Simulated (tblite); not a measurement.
# C8H14Ge: the cost of one run

Programs: tblite 0.8.0 and PySCF 2.14.0, with density-fitted response routines of our own. Each step states its level of theory. These are calculated values for one molecule in the gas phase, unless marked as measured. Atoms are numbered from 0 throughout.

## (1) The molecule as given

23 atoms, charge 0, multiplicity 1; geometry from: force field or distance geometry start.

Bonds of the start (Å): C0–C1 1.49, C1–C2 1.34, C2–C3 1.48, C3–C4 1.50, C4–C5 1.48, C5–C6 1.50, C6–C7 1.52, C7–Ge8 1.96, C4–C2 1.46, Ge8–C5 1.90, C0–H9 1.13, C0–H10 1.10, C0–H11 1.10, C1–H12 1.09, C3–H13 1.11, C3–H14 1.10, C4–H15 1.11, C5–H16 1.13, C6–H17 1.12, C6–H18 1.14, C7–H19 1.12, C7–H20 1.11, Ge8–H21 1.55, Ge8–H22 1.54.

## (2) Relaxing the molecule with GFN2-xTB

The job: settings as JSON, then the geometry in Å.

```
{"job": {"kind": "relax", "xc": "GFN2-xTB", "basis": "xTB"}, "charge": 0, "multiplicity": 1}
C     -2.807200     1.118900     0.549200
C     -2.322900    -0.261800     0.804100
C     -1.328300    -0.818200     0.101400
C     -0.495000    -2.017800    -0.108500
C     -0.329200    -0.796600    -0.961700
C      0.985500    -0.127300    -0.799400
C      1.869100    -0.628800     0.304300
C      2.739200     0.607800     0.197900
Ge     1.089000     1.625700    -0.079500
H     -3.925200     1.070800     0.364100
H     -2.375500     1.541900    -0.368700
H     -2.698600     1.738100     1.457500
H     -2.783700    -0.821300     1.620100
H      0.248600    -2.197600     0.699400
H     -0.906500    -2.920300    -0.589400
H     -0.735900    -0.839900    -1.989800
H      1.565700    -0.223300    -1.762200
H      2.386900    -1.606200     0.108300
H      1.388900    -0.625800     1.334200
H      3.287500     0.878000     1.132500
H      3.413800     0.591600    -0.677400
H      1.289900     2.803300    -1.060000
H      0.439200     1.935800     1.279600
```

On the command line:

```
> OMP_NUM_THREADS=1 python probes_run.py task.json out
```

This one command runs all jobs of the session in turn.

Q: Estimate the wall time and peak memory of this first job on 1 thread of Arm Neoverse V2, shared host.

About 1.4 s, with a peak of 0.18 GiB.
